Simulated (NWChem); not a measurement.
# AlSiN2H7O (SMILES [NH2][Al]([NH2])[O][SiH3]): levels of theory compared

Wanted: a comparison of 5 runs (HF/STO-3G, HF/3-21G, PBE0/STO-3G, B3LYP/6-31G*) of AlSiN2H7O. 

The calculation is run with NWChem 7.3.0.

## 1. The structure to begin with

The species is AlSiN2H7O (12 atoms), meant as a singlet with charge 0. SMILES: `[NH2][Al]([NH2])[O][SiH3]`. The coordinates come from a PBE0-D4/def2-TZVP relaxation.

Bond lengths: N1–Al2 1.762 Å, Al2–N3 1.762 Å, Al2–O4 1.685 Å, O4–Si5 1.615 Å, N1–H6 1.006 Å, N1–H7 1.006 Å, N3–H8 1.006 Å, N3–H9 1.006 Å, Si5–H10 1.489 Å, Si5–H11 1.489 Å, Si5–H12 1.489 Å. Some angles: N1–Al2–N3 122.1°, N1–Al2–O4 119.0°, N3–Al2–O4 118.9°, Al2–O4–Si5 179.8°, Al2–N1–H6 125.7°, Al2–N1–H7 124.0°, Al2–N3–H8 125.7°, Al2–N3–H9 124.0°, O4–Si5–H10 110.6°, O4–Si5–H11 110.6°.

## 2. Energy and gradient at HF/STO-3G (run 1)

File alh7n2osi.xyz:

```xyz
12

N     -1.563400     0.011300     1.684000
Al    -0.307800    -0.548700     0.582300
N      0.322800    -2.192800     0.640000
O      0.309100     0.521500    -0.563500
Si     0.903300     1.550500    -1.657900
H     -1.999800    -0.538700     2.403900
H     -1.942700     0.943000     1.676800
H      0.028900    -2.911400     1.279200
H      1.040400    -2.541300     0.027100
H      0.935600     2.935600    -1.112100
H      2.290100     1.166500    -2.040800
H      0.060500     1.549500    -2.885200
```

File alh7n2osi.nw:

```
start alh7n2osi
memory 2200 mb
geometry units angstrom noautosym nocenter noautoz
load alh7n2osi.xyz
end
basis spherical bse
* library STO-3G
end
scf
thresh 1e-08
maxiter 80
end
task scf gradient
```

Run with:

```bash
$ nwchem alh7n2osi.nw > alh7n2osi.out
```

The log of the run:

```text
[...]
  functions       =    40
[...]
  wavefunction    = RHF
[...]
         Total SCF energy =   -710.138702394885
      One-electron energy =  -1544.491702046824
      Two-electron energy =    556.271567215946
 Nuclear repulsion energy =    278.081432435994
        Time for solution =      3.1s
[...]
                         RHF ENERGY GRADIENTS
    atom               coordinates                        gradient
                 x          y          z           x          y          z
   1 N      -2.954398   0.021354   3.182299   -0.031299   0.014630   0.027267
   2 Al     -0.581658  -1.036893   1.100387   -0.012236  -0.021113   0.022597
   3 N       0.610004  -4.143791   1.209425    0.016243  -0.040876   0.000913
   4 O       0.584114   0.985492  -1.064861    0.016993   0.029425  -0.031444
   5 Si      1.706989   2.930020  -3.132977   -0.005390  -0.009279   0.009681
   6 H      -3.779074  -1.017995   4.542712    0.004856   0.004513  -0.007289
   7 H      -3.671171   1.782012   3.168693    0.004539  -0.008335  -0.001205
   8 H       0.054613  -5.501748   2.417337    0.002119   0.007632  -0.005728
   9 H       1.966071  -4.802361   0.051212   -0.006621   0.004729   0.004960
  10 H       1.768028   5.547480  -2.101564    0.000130   0.028860   0.012773
  11 H       4.327661   2.204365  -3.856553    0.029289  -0.009228  -0.007215
[...]
```

It took 4.8 s on 1 thread of Intel Xeon Platinum 8375C at 2.90GHz (Ice Lake), shared host; peak memory 0.099 GiB.

## 3. Energy and gradient at HF/3-21G (run 2)

File struct.xyz:

```xyz
12
AlH7N2OSi
N     -1.563400     0.011300     1.684000
Al    -0.307800    -0.548700     0.582300
N      0.322800    -2.192800     0.640000
O      0.309100     0.521500    -0.563500
Si     0.903300     1.550500    -1.657900
H     -1.999800    -0.538700     2.403900
H     -1.942700     0.943000     1.676800
H      0.028900    -2.911400     1.279200
H      1.040400    -2.541300     0.027100
H      0.935600     2.935600    -1.112100
H      2.290100     1.166500    -2.040800
H      0.060500     1.549500    -2.885200
```

File struct.nw:

```
START struct
TITLE "AlH7N2OSi"
memory 2200 mb
charge 0

GEOMETRY units angstrom noautosym nocenter noautoz
  load format xyz struct.xyz
END

BASIS spherical bse
  N library 3-21G
  Al library 3-21G
  O library 3-21G
  Si library 3-21G
  H library 3-21G
END

SCF
  thresh 1e-08
  maxiter 80
  print medium
END

TASK scf gradient
```

Run with:

```bash
$ nwchem struct.nw > struct.out
```

The log of the run:

```text
[...]
  functions       =    67
[...]
  wavefunction    = RHF
[...]
         Total SCF energy =   -714.992016114036
      One-electron energy =  -1545.199588026242
      Two-electron energy =    552.126139476212
 Nuclear repulsion energy =    278.081432435994
        Time for solution =      3.2s
[...]
                         RHF ENERGY GRADIENTS
    atom               coordinates                        gradient
                 x          y          z           x          y          z
   1 N      -2.954398   0.021354   3.182299    0.007139  -0.002446  -0.006773
   2 Al     -0.581658  -1.036893   1.100387   -0.003754  -0.006562   0.007265
   3 N       0.610004  -4.143791   1.209425   -0.003113   0.009603  -0.001113
   4 O       0.584114   0.985492  -1.064861    0.009452   0.016952  -0.018522
   5 Si      1.706989   2.930020  -3.132977   -0.005431  -0.010891   0.012428
   6 H      -3.779074  -1.017995   4.542712   -0.001208  -0.001701   0.002128
   7 H      -3.671171   1.782012   3.168693   -0.000935   0.002905  -0.000271
   8 H       0.054613  -5.501748   2.417337   -0.000945  -0.002088   0.002004
   9 H       1.966071  -4.802361   0.051212    0.002216  -0.000769  -0.002016
  10 H       1.768028   5.547480  -2.101564   -0.001301  -0.001184   0.001884
  11 H       4.327661   2.204365  -3.856553   -0.000647  -0.001971   0.001457
[...]
```

Run time: 5.1 s. Hardware: 1 thread of Intel Xeon Platinum 8375C at 2.90GHz (Ice Lake), shared host; peak memory 0.099 GiB.

Runs 3 to 4 aren't shown in full; the table further down has their settings and results.

## 4. Energy and forces at B3LYP/6-31G(d) (Cartesian functions) (run 5)

File struct.nw:

```
start struct
memory stack 880 mb heap 220 mb global 1100 mb
charge 0
geometry noautosym nocenter noautoz
   N    -1.563400    0.011300    1.684000
   Al   -0.307800   -0.548700    0.582300
   N     0.322800   -2.192800    0.640000
   O     0.309100    0.521500   -0.563500
   Si    0.903300    1.550500   -1.657900
   H    -1.999800   -0.538700    2.403900
   H    -1.942700    0.943000    1.676800
   H     0.028900   -2.911400    1.279200
   H     1.040400   -2.541300    0.027100
   H     0.935600    2.935600   -1.112100
   H     2.290100    1.166500   -2.040800
   H     0.060500    1.549500   -2.885200
end
basis
   * library 6-31G*
end
dft
   xc b3lyp
   mult 1
   grid fine
   convergence energy 1e-08
   iterations 100
   mulliken
   print medium
end
task dft gradient
```

Run with:

```bash
$ nwchem struct.nw > struct.out
```

The log of the run:

```text
[...]
          Wavefunction type:  closed shell.
          No. of atoms     :    12
          No. of electrons :    56
[...]
          Charge           :     0
          Spin multiplicity:     1
[...]
          AO basis - number of functions:    97
[...]
              XC Information
              --------------
                         B3LYP Method XC Potential
                     Hartree-Fock (Exact) Exchange  0.200
                        Slater Exchange Functional  0.800 local
                    Becke 1988 Exchange Functional  0.720 non-local
              Lee-Yang-Parr Correlation Functional  0.810
                  VWN I RPA Correlation Functional  0.190 local
[...]
 d= 0,ls=0.0,diis     1   -720.9070707435 -9.99D+02  1.53D-02  1.20D+00     3.5
[...]
 d= 0,ls=0.0,diis     8   -721.0235825711  6.60D-09  3.37D-06  2.99D-07    21.0
         Total DFT energy =     -721.023582571094
      One electron energy =    -1550.149204959363
           Coulomb energy =      615.907464791964
    Exchange-Corr. energy =      -64.863274839689
 Nuclear repulsion energy =      278.081432435993
[...]
      Total Density - Mulliken Population Analysis
     ---------------------------------------------
    Atom       Charge   Shell Charges
 -----------   ------   -------------------------------------------------------
    1 N    7     7.90   1.99  0.76  2.54  0.82  1.77  0.02
    2 Al  13    12.08   2.00  1.99  5.97  0.71  1.05  0.00  0.19  0.18
    3 N    7     7.90   1.99  0.76  2.54  0.82  1.77  0.02
    4 O    8     8.65   1.99  0.88  2.99  0.88  1.88  0.03
    5 Si  14    13.43   2.00  1.99  5.96  1.01  1.79  0.20  0.26  0.22
    6 H    1     0.68   0.51  0.18
    7 H    1     0.68   0.50  0.17
    8 H    1     0.68   0.51  0.18
    9 H    1     0.68   0.50  0.17
   10 H    1     1.11   0.52  0.59
[...]
  wavefunction    = closed shell
                         DFT ENERGY GRADIENTS
    atom               coordinates                        gradient
                 x          y          z           x          y          z
   1 N      -2.954398   0.021354   3.182299    0.001144  -0.000408  -0.001022
   2 Al     -0.581658  -1.036893   1.100387    0.001899   0.003389  -0.003590
   3 N       0.610004  -4.143791   1.209425   -0.000472   0.001531  -0.000154
   4 O       0.584114   0.985492  -1.064861    0.000111   0.000282  -0.000348
   5 Si      1.706989   2.930020  -3.132977   -0.003120  -0.005898   0.006499
   6 H      -3.779074  -1.017995   4.542712    0.002326   0.002925  -0.003835
   7 H      -3.671171   1.782012   3.168693    0.001914  -0.004697   0.000034
   8 H       0.054613  -5.501748   2.417337    0.001531   0.003789  -0.003358
   9 H       1.966071  -4.802361   0.051212   -0.003595   0.001750   0.003073
  10 H       1.768028   5.547480  -2.101564   -0.000579  -0.001097   0.000669
  11 H       4.327661   2.204365  -3.856553   -0.000846  -0.000741   0.000856
[...]
```

Run time: 32 s. Hardware: 1 thread of Intel Xeon Platinum 8375C at 2.90GHz (Ice Lake), shared host; peak memory 0.13 GiB.

## 5. All runs side by side

| run | level | iteration cap | module | energy (Eh) | dipole moment (D) | HOMO energy (eV) | LUMO energy (eV) | wall time |
| --- | --- | --- | --- | --- | --- | --- | --- | --- |
| 1 | HF/STO-3G | 80 | scf | -710.138702 | 0.91 | -7.35 | 11.11 | 4.8 s |
| 2 | HF/3-21G | 80 | scf | -714.992016 | 1.58 | -9.92 | 4.06 | 5.1 s |
| 3 | PBE0/STO-3G | 100 | dft | -711.751678 | 1.27 | -2.78 | 6.42 | 20 s |
| 4 | B3LYP/6-31G* (spherical functions) | 100 | dft | -721.016462 | 1.85 | -6.33 | 0.02 | 32 s |
| 5 | B3LYP/6-31G* (Cartesian functions) | 100 | dft | -721.023583 | 1.84 | -6.33 | -0.02 | 32 s |

## 6. Outcome

| quantity | value |
| --- | --- |
| run 5: total energy | -721.02358 Eh |
| run 5: dipole moment | 1.84 D |
| run 5: HOMO energy | -6.33 eV |
| run 5: LUMO energy | -0.02 eV |
| run 5: HOMO–LUMO gap | 6.31 eV |
| run 5: largest force on an atom | 0.479 eV/Å |

**Reading.** The dipole moment (its size) runs from 0.91 D (HF/STO-3G) to 1.85 D (B3LYP/6-31G*). The two ends differ in method and basis. The HOMO–LUMO gap runs from 6.31 eV (B3LYP/6-31G*) to 18.46 eV (HF/STO-3G). Totals of different functionals can't be ranked against each other. In runs 1, 3 the basis is minimal, so the values are rough. All runs together took 94 s, the longest 32 s.
